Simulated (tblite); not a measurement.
# C4H7F2NSi: the cost of one run

Computed with tblite 0.8.0 and PySCF 2.14.0, with density-fitted response routines of our own, on a single molecule in the gas phase. Atoms are numbered from 0 throughout.

## 1. The molecule as given

15 atoms, charge 0, multiplicity 1; geometry from: force field or distance geometry start.

Bonds of the start (Å): F0–C1 1.36, C1–F2 1.38, C1–C3 1.49, C3–C4 1.34, C4–C5 1.54, C5–N6 1.49, N6–Si7 1.72, Si7–C4 1.85, C1–H8 1.09, C3–H9 1.09, C5–H10 1.10, C5–H11 1.09, N6–H12 1.03, Si7–H13 1.47, Si7–H14 1.48.

## 2. Relaxing the molecule with GFN2-xTB

What the job is given:

```
{"job": {"kind": "relax", "xc": "GFN2-xTB", "basis": "xTB"}, "charge": 0, "multiplicity": 1}
F      2.141600     1.185600     0.740000
C      2.358700     0.097800    -0.039800
F      3.071500    -0.782000     0.745600
C      1.097500    -0.533100    -0.521900
C     -0.167000    -0.158900    -0.257400
C     -1.532800    -0.722800    -0.705000
N     -2.241800    -0.015100     0.392400
Si    -1.040100     1.176000     0.687600
H      3.000700     0.389300    -0.869300
H      1.239000    -1.421700    -1.128700
H     -1.636600    -1.815700    -0.651800
H     -1.866900    -0.430200    -1.705600
H     -2.289500    -0.585000     1.248300
H     -0.788300     1.222800     2.134500
H     -1.350400     2.400900    -0.090900
```

On the command line:

```sh
> OMP_NUM_THREADS=1 python probes_run.py task.json out
```

One launch serves the whole session: the jobs run in the order shown.

Q: Estimate the wall time and peak memory of this first job on 1 thread of Intel Xeon at 2.50GHz, shared host.

About 1.8 s, with a peak of 0.18 GiB.
